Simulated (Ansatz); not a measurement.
# BPH4 (SMILES BP): B3LYP/STO-3G

What is the electronic atomisation energy of BPH4 at B3LYP/STO-3G? 

The calculation is run with Ansatz 0.2.0.

53 further runs of the same task are left out: 53 set aside as unsound or not needed.

### Step 1. The structure to begin with

BPH4 has 6 atoms, charge 0, and is taken as a singlet. As SMILES, `BP`. Geometry: relaxed at GFN2-xTB.

Bond lengths: B1–P2 1.841 Å, B1–H3 1.169 Å, B1–H4 1.169 Å, P2–H5 1.378 Å, P2–H6 1.378 Å. Angles: B1–P2–H5 103.7°, B1–P2–H6 103.7°, P2–B1–H3 119.5°, P2–B1–H4 119.5°, H5–P2–H6 96.8°, H3–B1–H4 120.3°.

### Step 2. A single-point energy at B3LYP/STO-3G

Input file job.yaml:

```yaml
crystal:
  periodic: [false, false, false]
  atoms:
    - {symbol: B, position_ang: [0.002660, -0.867960, 0.118880]}
    - {symbol: P, position_ang: [0.378740, 0.928770, 0.259630]}
    - {symbol: H, position_ang: [-0.777460, -1.351190, 0.842930]}
    - {symbol: H, position_ang: [0.659230, -1.540870, -0.575930]}
    - {symbol: H, position_ang: [0.599110, 1.319050, -1.043720]}
    - {symbol: H, position_ang: [-0.862270, 1.512200, 0.398210]}
basis:
  gaussian: {orbitals: STO-3G}
total_charge: 0
hamiltonian: {xc: {name: B3LYP}}
accuracy: high
```

The run is started by

```sh
ansatz run job.yaml --threads 1 --pin off --max-ram 2610MiB --events-out events.jsonl --progress --plain --runs-dir runs
```

Standard output:

```text
Warning: RAYON_NUM_THREADS=1 ignored (pool sized by the plan → 1); use --threads N
Functional definition: B3LYP
  name "B3LYP"
  parameter a0 = 0.2
  parameter ax = 0.72
  parameter ac = 0.81
  exchange = (1 - a0 - ax)*slater_x + ax*b88_x + a0*exact_x
  correlation = (1 - ac)*vwn_rpa_c + ac*lyp_c
314 factors; integrals over basis functions are off by at most 5.1e-9 eV
mean field evaluation 1: about -9915.9108 eV, gradient 8.4e0 eV
mean field evaluation 2: about -9916.0655 eV, gradient 5.1e0 eV
mean field evaluation 4: about -9916.1737 eV, gradient 2.6e-1 eV
mean field evaluation 8: about -9916.1271 eV, gradient 7.6e-3 eV
mean field evaluation 16: about -9916.1271 eV, gradient 4.6e-9 eV
mean field -9916.12707747 eV, -364.4109487046 hartree, gradient 5.0e-9 eV, S^2 0.000000; 0 other end points of the search recorded, 0 dependent functions left out
reference -9916.12710399 eV, -364.4109496791 hartree; 12, 12 occupied and 6, 6 virtual orbitals, 314 factors
Total energy: -9916.12710399 eV, -364.4109496791 hartree
```

It took 0.68 s on 1 thread of AMD EPYC 7R13 (Zen 3), shared host.

### Step 3. The B atom at the same level

Input file input.yaml:

```yaml
crystal:
  periodic: [false, false, false]
  atoms:
    - symbol: B
      position_ang: [0.000000, 0.000000, 0.000000]
basis:
  gaussian:
    orbitals: STO-3G
magnetization:
  spin_polarized: true
  initial_magnetization: 1
hamiltonian:
  xc: {name: B3LYP}
accuracy: high
```

The run is started by

```sh
ansatz run input.yaml --threads 1 --pin off --max-ram 2610MiB --events-out events.jsonl --progress --plain --runs-dir runs
```

Standard output, cut to the lines that bear on the results:

```text
Warning: RAYON_NUM_THREADS=1 ignored (pool sized by the plan → 1); use --threads N
[... 7 set-up lines as earlier in the session ...]
15 factors; integrals over basis functions are off by at most 8.9e-10 eV
mean field evaluation 1: about -660.7343 eV, gradient 3.1e-7 eV
mean field evaluation 2: about -660.7343 eV, gradient 1.8e-6 eV
mean field evaluation 4: about -660.7343 eV, gradient 1.9e-7 eV
mean field evaluation 8: about -660.7343 eV, gradient 0.0e0 eV
mean field -660.73430840 eV, -24.2815379718 hartree, gradient 0.0e0 eV, S^2 0.750000; 0 other end points of the search recorded, 0 dependent functions left out
reference -660.73432618 eV, -24.2815386251 hartree; 3, 2 occupied and 2, 3 virtual orbitals, 15 factors
Total energy: -660.73432618 eV, -24.2815386251 hartree
```

Wall time 0.16 s (1 thread of AMD EPYC 7R13 (Zen 3), shared host).

### Step 4. The H atom

Input file run.yaml:

```yaml
basis:
  gaussian: {orbitals: STO-3G}
crystal:
  periodic: [false, false, false]
  atoms:
    - {symbol: H, position_ang: [0.000000, 0.000000, 0.000000]}
magnetization: {spin_polarized: true, initial_magnetization: 1}
hamiltonian: {xc: {name: B3LYP}}
accuracy: high
```

Run the same way, it converges to -0.46753 Eh (log not shown).

### Step 5. The P atom, same level

Input file molecule.yaml:

```yaml
crystal:
  periodic: [false, false, false]
  atoms:
    - {symbol: P, position_ang: [0.000000, 0.000000, 0.000000]}
basis:
  gaussian:
    orbitals: STO-3G
magnetization:
  spin_polarized: true
  initial_magnetization: 3
hamiltonian:
  xc: {name: B3LYP}
accuracy: high
```

Run the same way, it converges to -337.35853 Eh (log not shown).

### Step 6. Results

At B3LYP/STO-3G:

| quantity | value |
| --- | --- |
| molecule: total energy | -364.41095 Eh |
| B atom: total energy | -24.28154 Eh |
| B atom: ⟨S²⟩ | 0.750 |
| H atom: total energy | -0.46753 Eh |
| H atom: ⟨S²⟩ | 0.750 |
| P atom: total energy | -337.35853 Eh |
| P atom: ⟨S²⟩ | 3.750 |
| electronic atomisation energy | 24.511 eV |

**Reading.** Taking the molecule apart into free atoms costs 24.51 eV (2365 kJ/mol), before zero-point energy and without spin-orbit coupling. In a minimal basis such a difference can be off by several eV, whatever the method.
